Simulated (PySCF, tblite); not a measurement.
**C3H8B2F2: geometry, infrared bands, NMR shifts, spin-spin couplings, electronic excitations and core binding energies**

What infrared bands, NMR shifts, spin-spin couplings, electronic excitations and core binding energies should C3H8B2F2 (`CB(C)CB(F)F`) show?

Programs: tblite 0.8.0 and PySCF 2.14.0, with density-fitted response routines of our own. Each step states its level of theory. These are calculated values for one molecule in the gas phase, unless marked as measured. Atoms are numbered from 0 throughout.

## Step 1: Starting geometry

15 atoms, charge 0, multiplicity 1; geometry from: force field or distance geometry start.

Bonds of the start (Å): C0–B1 1.59, B1–C2 1.59, B1–C3 1.60, C3–B4 1.57, B4–F5 1.45, B4–F6 1.44, C0–H7 1.11, C0–H8 1.11, C0–H9 1.11, C2–H10 1.12, C2–H11 1.10, C2–H12 1.11, C3–H13 1.11, C3–H14 1.11.

## Step 2: Geometry optimisation with GFN2-xTB

Job settings and geometry (Å):

```
{"job": {"kind": "relax", "xc": "GFN2-xTB", "basis": "xTB"}, "charge": 0, "multiplicity": 1}
C     -0.693000     1.467800     0.602500
B     -0.359500    -0.047200     0.273400
C     -1.456800    -1.202800     0.320600
C      0.741100    -0.221200    -0.875600
B      2.161500    -0.147900    -0.209600
F      3.157800     0.733200    -0.798900
F      2.564000    -0.988300     0.888000
H     -0.848200     1.979700    -0.369900
H      0.221000     1.901000     1.048400
H     -1.603300     1.590100     1.222700
H     -0.962600    -2.148700    -0.005500
H     -1.860700    -1.384600     1.324600
H     -2.250500    -1.002800    -0.427300
H      0.550600    -1.157600    -1.441600
H      0.634200     0.637200    -1.573800
```

The run is started by

```console
$ OMP_NUM_THREADS=1 python probes_run.py task.json out
```

This one command runs all jobs of the session in turn.

**Question.** This job is followed by: GFN2-xTB harmonic vibrations, gas phase; PBE0-D3(BJ)/def2-SVP geometry optimisation, gas phase; GIAO PBE0/pcSseg-1 NMR shielding, non-relativistic, gas phase; B3LYP/pcJ-1 indirect spin-spin coupling, non-relativistic, gas phase; TDDFT CAM-B3LYP/def2-SVPD, vertical, gas phase, core orbitals frozen in the response; GIAO KT3/pcSseg-2 NMR shielding, non-relativistic, gas phase; delta-SCF UKS SCAN, pcX-2 on the ionised atom, pcseg-1 elsewhere, spin-free X2C. Predict these results of the whole session: strongest single infrared mode (GFN2-xTB); zero-point energy (GFN2-xTB); point group; rotational constants (main isotopes); ¹³C shifts against TMS (PBE0/pcSseg-1, means over atoms taken as alike); ¹H shifts against TMS (PBE0/pcSseg-1, means over atoms taken as alike); ¹¹B shifts against BF3·OEt2 (PBE0/pcSseg-1); ¹⁹F shifts against CFCl3 (PBE0/pcSseg-1, means over atoms taken as alike); largest coupling of the table (B3LYP/pcJ-1); lowest singlet (CAM-B3LYP/def2-SVPD); brightest single state of those computed; lowest triplet; vertical ionisation energy (ΔSCF); C1s binding energies, SCAN/pcX-2; B1s binding energies, SCAN/pcX-2; F1s binding energies, SCAN/pcX-2; range of the shift of F5.

The runs gave:

| quantity | value |
| --- | --- |
| strongest single infrared mode (GFN2-xTB) | 1254 cm⁻¹, 448 km/mol |
| zero-point energy (GFN2-xTB) | 70.5 kcal/mol |
| point group | C1 |
| rotational constants (main isotopes) | 3.52, 1.71, 1.33 GHz |
| ¹³C shifts against TMS (PBE0/pcSseg-1, means over atoms taken as alike) | 28.2, 17.2 ppm |
| ¹H shifts against TMS (PBE0/pcSseg-1, means over atoms taken as alike) | 1.71, 1.04 ppm |
| ¹¹B shifts against BF3·OEt2 (PBE0/pcSseg-1) | 87.2, 28.3 ppm |
| ¹⁹F shifts against CFCl3 (PBE0/pcSseg-1, means over atoms taken as alike) | -58.1 ppm |
| largest coupling of the table (B3LYP/pcJ-1) | ²J(F,F) F5–F6, -207.4 Hz |
| lowest singlet (CAM-B3LYP/def2-SVPD) | 6.38 eV (194 nm), f = 0.003 |
| brightest single state of those computed | state 8, 9.15 eV, f = 0.137 |
| lowest triplet | 5.83 eV |
| vertical ionisation energy (ΔSCF) | 11.12 eV |
| C1s binding energies, SCAN/pcX-2 | C0 290.17, C3 290.13 eV |
| B1s binding energies, SCAN/pcX-2 | B4 199.23, B1 195.87 eV |
| F1s binding energies, SCAN/pcX-2 | F5 693.32 eV |
| range of the shift of F5 | -92.8 to -58.1 ppm |

In words: The optimisation took 107 steps and gained 1.053 eV; among the close pairs (by a distance rule), B4–F5 changed most, from 1.455 to 1.322 Å (GFN2-xTB). No mode is imaginary among the 39: a minimum at this level. The strongest single mode, at 1254 cm⁻¹, moves mainly B4. Unscaled tight-binding wavenumbers are off by several per cent, some by more. Its intensities can rank the bands wrongly. The optimisation took 10 steps and gained 0.101 eV; among the close pairs (by a distance rule), B1–C3 changed most, from 1.625 to 1.584 Å (PBE0/def2-SVP). No frequency check was run at this level, so the end point may be a saddle. Couplings across rotatable bonds belong to this one conformer; where others are populated, the observed values are averages. Density functionals describe couplings to fluorine poorly, F–F couplings above all, so those rows are rough. The C1s levels computed lie within 0.04 eV of one another, too close to rank. B4 (boron bonded to C, 2 F) binds its B1s electron 3.36 eV more tightly than B1 (boron bonded to 3 C). In ppm, F5 (with its like atoms) moves most: its shift spreads over 34.7 ppm, from -92.8 (KT3/pcSseg-2) to -58.1 (PBE0/pcSseg-1). Most of that comes from the computed reference, not from the atom's own shielding.
